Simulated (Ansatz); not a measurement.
**B2GeH7N: two geometries relaxed**

Aim: relax the geometries before and after the inversion of the pyramid at N4, and see whether they are two minima and how far apart in energy. SMILES of the start: [BH2][GeH2][BH]N.

All numbers below are computed with Ansatz 0.2.0 (RKS PBE/def2-SVP).

### 1 The system as given

Bond lengths: B1–Ge2 1.960 Å, Ge2–B3 1.988 Å, B3–N4 1.599 Å, B1–H5 1.232 Å, B1–H6 1.211 Å, Ge2–H7 1.546 Å, Ge2–H8 1.509 Å, B3–H9 1.243 Å, N4–H10 1.064 Å, N4–H11 1.015 Å. Angles (14 of 15 angles, heavy atoms first): B1–Ge2–B3 108.0°, Ge2–B3–N4 122.8°, B1–Ge2–H7 110.0°, B1–Ge2–H8 110.6°, B3–Ge2–H7 108.3°, B3–Ge2–H8 108.7°, Ge2–B1–H5 121.0°, Ge2–B1–H6 123.6°, Ge2–B3–H9 121.3°, N4–B3–H9 115.9°, B3–N4–H10 100.9°, B3–N4–H11 102.4°, H7–Ge2–H8 111.0°, H5–B1–H6 115.3°.

Structure file:

```xyz
11

B    -1.4802    1.5197   -0.1990
Ge   -0.8725   -0.3414   -0.1040
B     0.9170   -0.3604    0.7610
N     2.2320   -0.8852    0.0183
H    -1.7560    2.0439   -1.2798
H    -1.6734    2.2111    0.7759
H    -0.7308   -0.9261   -1.5283
H    -1.8211   -1.1689    0.7281
H     1.0796    0.0663    1.9168
H     1.9392   -1.8772   -0.2317
H     2.2314   -0.3387   -0.8368
```

### 2 Relaxing end A

input.yaml reads:

```yaml
crystal:
  periodic: [false, false, false]
  atoms:
    - { symbol: B, position_ang: [-1.4802, 1.5197, -0.199] }
    - { symbol: Ge, position_ang: [-0.8725, -0.3414, -0.104] }
    - { symbol: B, position_ang: [0.917, -0.3604, 0.761] }
    - { symbol: "N", position_ang: [2.232, -0.8852, 0.0183] }
    - { symbol: H, position_ang: [-1.756, 2.0439, -1.2798] }
    - { symbol: H, position_ang: [-1.6734, 2.2111, 0.7759] }
    - { symbol: H, position_ang: [-0.7308, -0.9261, -1.5283] }
    - { symbol: H, position_ang: [-1.8211, -1.1689, 0.7281] }
    - { symbol: H, position_ang: [1.0796, 0.0663, 1.9168] }
    - { symbol: H, position_ang: [1.9392, -1.8772, -0.2317] }
    - { symbol: H, position_ang: [2.2314, -0.3387, -0.8368] }
basis:
  gaussian: { orbitals: def2-SVP }
hamiltonian:
  xc: pbe
relax:
  f_tol: 0.015
  max_steps: 40
```

Launch:

```
ansatz run input.yaml --threads 2 --pin off --max-ram 3072MiB --backend cpu --events-out ev --progress --plain --runs-dir out
```

Standard output (excerpt; [...] marks lines left out):

```text
Warning: RAYON_NUM_THREADS=2 ignored (pool sized by the plan → 2); use --threads N
[...]
Functional definition: PBE
[...]
1237 factors; their error is unknown
[...]
mean field -59450.33680844 eV, -2184.7595808246 hartree, gradient 7.2e-5 eV, S^2 0.000000; 0 other end points of the search recorded, 0 dependent functions left out
[...]
reference -59450.33684911 eV, -2184.7595823192 hartree; 28, 28 occupied and 81, 81 virtual orbitals, 1237 factors
relax step   1: F+E_penalty+E_count = -59450.33680844 eV  Δ(F+E_penalty+E_count) = +0.000e0 eV  max|allowed force component| = 3.483e0 eV/Å  Δτ_max = 0.0000 Å  (28 SCF iters, accepted)
[...]
relax step   5: F+E_penalty+E_count = -59451.42719208 eV  Δ(F+E_penalty+E_count) = -2.570e-1 eV  max|allowed force component| = 2.354e0 eV/Å  Δτ_max = 0.1949 Å  (28 SCF iters, accepted)
[...]
relax step   9: F+E_penalty+E_count = -59452.23867472 eV  Δ(F+E_penalty+E_count) = -4.199e-2 eV  max|allowed force component| = 2.410e-1 eV/Å  Δτ_max = 0.2000 Å  (27 SCF iters, accepted)
[...]
relax step  13: F+E_penalty+E_count = -59452.25246444 eV  Δ(F+E_penalty+E_count) = -4.130e-4 eV  max|allowed force component| = 7.908e-2 eV/Å  Δτ_max = 0.0875 Å  (27 SCF iters, accepted)
[...]
relax step  15: F+E_penalty+E_count = -59452.25381145 eV  Δ(F+E_penalty+E_count) = -1.846e-4 eV  max|allowed force component| = 4.265e-2 eV/Å  Δτ_max = 0.0433 Å  (27 SCF iters, accepted)
[...]
relax step  16: F+E_penalty+E_count = -59452.25392236 eV  Δ(F+E_penalty+E_count) = -1.109e-4 eV  max|allowed force component| = 8.931e-3 eV/Å  Δτ_max = 0.0082 Å  (29 SCF iters, accepted)
1237 factors; their error is unknown
[...]
mean field -59452.25392236 eV, -2184.8300334618 hartree, gradient 2.4e-5 eV, S^2 0.000000; 1 other end points of the search recorded, 0 dependent functions left out
[...]
reference -59452.25396500 eV, -2184.8300350286 hartree; 28, 28 occupied and 81, 81 virtual orbitals, 1237 factors
Total energy: -59452.25396500 eV, -2184.8300350286 hartree
Atom 0 at    -1.518974     1.659783    -0.182605 Å, force    -0.000018     0.002090    -0.000075 eV/Å
Atom 1 at    -0.997765    -0.321034    -0.158218 Å, force    -0.006564    -0.001993     0.008931 eV/Å
Atom 2 at     0.908030    -0.501749     0.679986 Å, force     0.001647     0.000974    -0.000481 eV/Å
Atom 3 at     1.983840    -0.909957    -0.106881 Å, force     0.004453    -0.001904     0.005236 eV/Å
Atom 4 at    -1.295771     2.358168    -1.154505 Å, force     0.000081    -0.001637     0.001678 eV/Å
Atom 5 at    -1.988413     2.189605     0.807505 Å, force     0.001227    -0.000237    -0.001057 eV/Å
Atom 6 at    -0.981551    -0.949591    -1.588932 Å, force     0.000912    -0.003494    -0.004504 eV/Å
Atom 7 at    -1.984942    -1.163947     0.705485 Å, force     0.003094     0.004147    -0.004896 eV/Å
Atom 8 at     1.102793    -0.253073     1.855988 Å, force    -0.000330    -0.000867    -0.000327 eV/Å
Atom 9 at     2.931604    -1.021843     0.261429 Å, force    -0.003564     0.002034    -0.003387 eV/Å
Atom 10 at     1.906348    -1.143262    -1.098751 Å, force    -0.000937     0.000887    -0.001118 eV/Å
Dipole moment:     0.560423    -0.150598    -0.159329 e Å
```

It took 52 s on 2 threads of Arm Neoverse N1, shared host; peak memory 0.17 GiB.

Relaxation path:

```
step  energy from step 1 (eV)  largest force component (eV/Å)
   1                   0.0000                          3.4826
   2                  -0.3947                          1.8687
   3                  -0.6361                          1.5751
   4                  -0.8333                          1.9967
   5                  -1.0904                          2.3544
   6                  -1.4841                          1.6270
   7                  -1.7304                          0.8866
   8                  -1.8599                          0.3461
   9                  -1.9019                          0.2410
 10x                  -1.7994                          1.1561
  11                  -1.9124                          0.1723
  12                  -1.9152                          0.1530
  13                  -1.9157                          0.0791
  14                  -1.9168                          0.0507
  15                  -1.9170                          0.0426
  16                  -1.9171                          0.0089
```

Step 1 is the start. 1 step was tried and not accepted (marked x).

After: Bond lengths: B1–Ge2 2.048 Å, Ge2–B3 2.090 Å, B3–N4 1.394 Å, B1–H5 1.217 Å, B1–H6 1.217 Å, Ge2–H7 1.563 Å, Ge2–H8 1.559 Å, B3–H9 1.218 Å, N4–H10 1.023 Å, N4–H11 1.022 Å. Angles (14 of 15 angles, heavy atoms first): B1–Ge2–B3 108.7°, Ge2–B3–N4 120.2°, B1–Ge2–H7 112.4°, B1–Ge2–H8 111.6°, B3–Ge2–H7 108.8°, B3–Ge2–H8 108.0°, Ge2–B1–H5 121.2°, Ge2–B1–H6 120.6°, Ge2–B3–H9 121.0°, N4–B3–H9 118.8°, B3–N4–H10 122.9°, B3–N4–H11 123.8°, H7–Ge2–H8 107.2°, H5–B1–H6 118.1°.

### 3 Relaxing end B

The second end starts from a geometry with the move made by hand.

Edit input.yaml of step 2 so:

```diff
@@ -12,4 +12,4 @@
     - { symbol: H, position_ang: [1.0796, 0.0663, 1.9168] }
-    - { symbol: H, position_ang: [1.9392, -1.8772, -0.2317] }
-    - { symbol: H, position_ang: [2.2314, -0.3387, -0.8368] }
+    - { symbol: H, position_ang: [2.62897, -1.54368, 0.75391] }
+    - { symbol: H, position_ang: [2.81646, -0.05581, -0.0008] }
 basis:
@@ -21 +21,3 @@
   max_steps: 40
+output:
+  orbitals: {}
```

Launch:

```
ansatz run input.yaml --threads 2 --pin off --max-ram 3072MiB --backend cpu --events-out ev --progress --plain --runs-dir out
```

Standard output (excerpt; [...] marks lines left out):

```text
Warning: RAYON_NUM_THREADS=2 ignored (pool sized by the plan → 2); use --threads N
[...]
[... 1 set-up line as earlier in the session ...]
[...]
1237 factors; their error is unknown
[...]
mean field -59450.32699751 eV, -2184.7592202797 hartree, gradient 5.5e-5 eV, S^2 0.000000; 0 other end points of the search recorded, 0 dependent functions left out
[...]
reference -59450.32703937 eV, -2184.7592218178 hartree; 28, 28 occupied and 81, 81 virtual orbitals, 1237 factors
relax step   1: F+E_penalty+E_count = -59450.32699751 eV  Δ(F+E_penalty+E_count) = +0.000e0 eV  max|allowed force component| = 3.425e0 eV/Å  Δτ_max = 0.0000 Å  (28 SCF iters, accepted)
[...]
relax step   4: F+E_penalty+E_count = -59451.37069764 eV  Δ(F+E_penalty+E_count) = -2.924e-1 eV  max|allowed force component| = 2.272e0 eV/Å  Δτ_max = 0.1948 Å  (28 SCF iters, accepted)
[...]
relax step   7: F+E_penalty+E_count = -59452.15923422 eV  Δ(F+E_penalty+E_count) = -1.976e-1 eV  max|allowed force component| = 1.132e0 eV/Å  Δτ_max = 0.1948 Å  (33 SCF iters, accepted)
[...]
relax step  10: F+E_penalty+E_count = -59452.22965445 eV  Δ(F+E_penalty+E_count) = -2.741e-2 eV  max|allowed force component| = 4.154e-1 eV/Å  Δτ_max = 0.0984 Å  (28 SCF iters, accepted)
[...]
relax step  13: F+E_penalty+E_count = -59452.24123411 eV  Δ(F+E_penalty+E_count) = +8.927e-3 eV  max|allowed force component| = 3.515e-1 eV/Å  Δτ_max = 0.1952 Å  (27 SCF iters, rejected (line search))
[...]
relax step  14: F+E_penalty+E_count = -59452.25207151 eV  Δ(F+E_penalty+E_count) = -1.910e-3 eV  max|allowed force component| = 4.459e-2 eV/Å  Δτ_max = 0.0902 Å  (28 SCF iters, accepted)
[...]
relax step  15: F+E_penalty+E_count = -59452.25115864 eV  Δ(F+E_penalty+E_count) = +9.129e-4 eV  max|allowed force component| = 1.993e-1 eV/Å  Δτ_max = 0.0929 Å  (28 SCF iters, rejected (line search))
```

### 4 The output, continued: end point B relaxed

The log, continued (excerpt; [...] marks lines left out):

```text
[...]
1237 factors; their error is unknown
[...]
mean field -59452.25202327 eV, -2184.8299636712 hartree, gradient 2.4e-5 eV, S^2 0.000000; 0 other end points of the search recorded, 0 dependent functions left out
[...]
reference -59452.25206599 eV, -2184.8299652412 hartree; 28, 28 occupied and 81, 81 virtual orbitals, 1237 factors
relax step  16: F+E_penalty+E_count = -59452.25202327 eV  Δ(F+E_penalty+E_count) = +4.825e-5 eV  max|allowed force component| = 1.028e-1 eV/Å  Δτ_max = 0.0465 Å  (28 SCF iters, rejected (line search))
[...]
relax step  18: F+E_penalty+E_count = -59452.25363506 eV  Δ(F+E_penalty+E_count) = -5.669e-4 eV  max|allowed force component| = 2.540e-2 eV/Å  Δτ_max = 0.0500 Å  (28 SCF iters, accepted)
[...]
Atom 1 at    -0.838443    -0.332226    -0.118861 Å, force    -0.003231    -0.002117     0.001878 eV/Å
Atom 2 at     0.957947    -0.413851     0.946127 Å, force     0.007535    -0.003800    -0.003440 eV/Å
Atom 3 at     2.150141    -0.709703     0.286754 Å, force    -0.004009     0.002650     0.009747 eV/Å
Atom 4 at    -1.152851     2.350396    -1.096843 Å, force    -0.000115     0.000318    -0.000564 eV/Å
Atom 5 at    -2.088457     2.096634     0.751819 Å, force     0.000335     0.000462     0.000357 eV/Å
Atom 6 at    -0.603927    -0.923804    -1.546443 Å, force    -0.000063    -0.000478    -0.001521 eV/Å
Atom 7 at    -1.872721    -1.250966     0.599044 Å, force     0.002614     0.002139    -0.001715 eV/Å
Atom 8 at     0.988038    -0.201853     2.144733 Å, force    -0.000651     0.001267     0.001403 eV/Å
Atom 9 at     3.051838    -0.766735     0.766255 Å, force    -0.000669    -0.000394    -0.000824 eV/Å
Atom 10 at     2.212582    -0.905519    -0.714147 Å, force    -0.000552    -0.000455    -0.005354 eV/Å
Dipole moment:     0.584977    -0.103866    -0.092955 e Å
```

Run time: 76 s. Hardware: 2 threads of Arm Neoverse N1, shared host; peak memory 0.17 GiB.

Step by step:

```csv
step,energy from step 1 (eV),largest force component (eV/Å)
1,0.0000,3.4253
2,-0.4786,2.1079
3,-0.7513,1.8557
4,-1.0437,2.2724
5,-1.3527,2.3634
6,-1.6347,1.5472
7,-1.8322,1.1318
8,-1.8752,0.6221
9x,-1.7939,1.5544
10,-1.9027,0.4154
11,-1.9151,0.0771
12,-1.9232,0.0375
13x,-1.9142,0.3515
14,-1.9251,0.0446
15x,-1.9242,0.1993
16x,-1.9250,0.1028
17,-1.9261,0.0194
18,-1.9266,0.0254
19,-1.9268,0.0262
20,-1.9269,0.0231
21x,-1.9268,0.0379
22,-1.9269,0.0179
23,-1.9269,0.0156
24,-1.9270,0.0097
```

Step 1 is the start. 5 steps were tried and not accepted (marked x).

After: Bond lengths: B1–Ge2 2.048 Å, Ge2–B3 2.090 Å, B3–N4 1.394 Å, B1–H5 1.217 Å, B1–H6 1.217 Å, Ge2–H7 1.563 Å, Ge2–H8 1.559 Å, B3–H9 1.218 Å, N4–H10 1.023 Å, N4–H11 1.022 Å. Angles (14 of 15 angles, heavy atoms first): B1–Ge2–B3 108.3°, Ge2–B3–N4 120.2°, B1–Ge2–H7 112.4°, B1–Ge2–H8 111.8°, B3–Ge2–H7 108.8°, B3–Ge2–H8 108.2°, Ge2–B1–H5 121.1°, Ge2–B1–H6 120.7°, Ge2–B3–H9 121.1°, N4–B3–H9 118.8°, B3–N4–H10 123.0°, B3–N4–H11 123.8°, H7–Ge2–H8 107.3°, H5–B1–H6 118.1°.

### 5 What came out

```
                           quantity                     value
                              end A  14 moves, 1.917 eV lower
                              end B  18 moves, 1.927 eV lower
largest difference between the ends                    0.03 Å
            end B relative to end A                 -0.000 eV
```

In words: Both starts fell into the same minimum (no atom differs by more than 0.03 Å), so from this start no second minimum was found and no band was run; another arrangement could still be one.
